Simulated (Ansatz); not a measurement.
# FH7OSSi3: the cost of one run

Program: Ansatz 0.2.0. Level of theory: RKS PBE-D4/def2-SVP. These are calculated values, not measurements.

## Step 1: The system as given

Bond lengths: O1–Si2 1.595 Å, Si2–F3 1.599 Å, Si2–Si4 2.331 Å, Si2–S5 2.129 Å, S5–Si6 2.120 Å, O1–H7 0.996 Å, Si4–H8 1.518 Å, Si4–H9 1.440 Å, Si4–H10 1.452 Å, Si6–H11 1.472 Å, Si6–H12 1.489 Å, Si6–H13 1.438 Å. Angles (14 of 20 angles, heavy atoms first): O1–Si2–F3 105.3°, O1–Si2–Si4 112.7°, O1–Si2–S5 103.8°, F3–Si2–Si4 112.3°, F3–Si2–S5 109.5°, Si4–Si2–S5 112.7°, Si2–S5–Si6 96.3°, Si2–O1–H7 116.7°, Si2–Si4–H8 109.1°, Si2–Si4–H9 110.6°, Si2–Si4–H10 111.0°, S5–Si6–H11 109.0°, S5–Si6–H12 111.2°, S5–Si6–H13 107.8°.

As a file:

```xyz
13

O    -2.1153    1.5486   -0.0433
Si   -0.9742    0.4450    0.1074
F    -1.4796   -0.5292    1.2701
Si   -0.5584   -0.6964   -1.8822
S     0.7131    1.5485    0.7900
Si    1.8568   -0.1285    1.4012
H    -2.1952    2.2127    0.6952
H    -1.8437   -1.3484   -2.3598
H    -0.1443    0.2178   -2.9143
H     0.3965   -1.7706   -1.6757
H     2.0504   -1.0236    0.2490
H     1.1861   -0.8646    2.5086
H     3.1282    0.3540    1.8686
```

## Step 2: End point A

File input.yaml:

```yaml
crystal:
  periodic: [false, false, false]
  atoms:
    - { symbol: O, position_ang: [-2.1153, 1.5486, -0.0433] }
    - { symbol: Si, position_ang: [-0.9742, 0.445, 0.1074] }
    - { symbol: F, position_ang: [-1.4796, -0.5292, 1.2701] }
    - { symbol: Si, position_ang: [-0.5584, -0.6964, -1.8822] }
    - { symbol: S, position_ang: [0.7131, 1.5485, 0.79] }
    - { symbol: Si, position_ang: [1.8568, -0.1285, 1.4012] }
    - { symbol: H, position_ang: [-2.1952, 2.2127, 0.6952] }
    - { symbol: H, position_ang: [-1.8437, -1.3484, -2.3598] }
    - { symbol: H, position_ang: [-0.1443, 0.2178, -2.9143] }
    - { symbol: H, position_ang: [0.3965, -1.7706, -1.6757] }
    - { symbol: H, position_ang: [2.0504, -1.0236, 0.249] }
    - { symbol: H, position_ang: [1.1861, -0.8646, 2.5086] }
    - { symbol: H, position_ang: [3.1282, 0.354, 1.8686] }
basis:
  gaussian: { orbitals: def2-SVP }
hamiltonian:
  xc: pbe
  dispersion: d4
relax:
  f_tol: 0.015
  max_steps: 40
```

Started as:

```sh
> ansatz run input.yaml --threads 2 --pin off --max-ram 3072MiB --backend cpu --events-out ev --progress --plain --runs-dir out
```

Q: Estimate wall time and peak memory on 2 threads of AMD EPYC 7R13 (Zen 3), shared host.

About 40 s, with a peak of 0.21 GiB.
